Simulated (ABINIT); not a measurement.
The system is HfB.

```xyz
2
Lattice="0.0000 2.3100 2.3100 2.3100 0.0000 2.3100 2.3100 2.3100 0.0000" Properties=species:S:1:pos:R:3 pbc="T T T"
Hf    2.3100    2.3100    2.3100
B     0.0000    0.0000    0.0000
```

Base run:

- Program: ABINIT 10.8.3 (patched build)
- Functional: PBEsol
- Potentials or basis: JTH PAW PBE v2.0
- Cutoff: 626 eV
- k mesh: 10 × 10 × 10
- Occupations: fermi-dirac, width 0.05 eV
- Spin: no spin polarisation

Its results: band gap on the k mesh none (metal or under the smearing width); pressure 24.5 GPa.

Q: The run is repeated on the same cell with these changes: functional from PBEsol to SCAN. What comes out?

A: Band gap on the k mesh none (metal or under the smearing width); pressure 26.1 GPa.

Caveats: the PAW data sets were made with another functional, which shifts forces and pressure a little; spin-orbit coupling is left out, which moves the levels of the heavy elements.
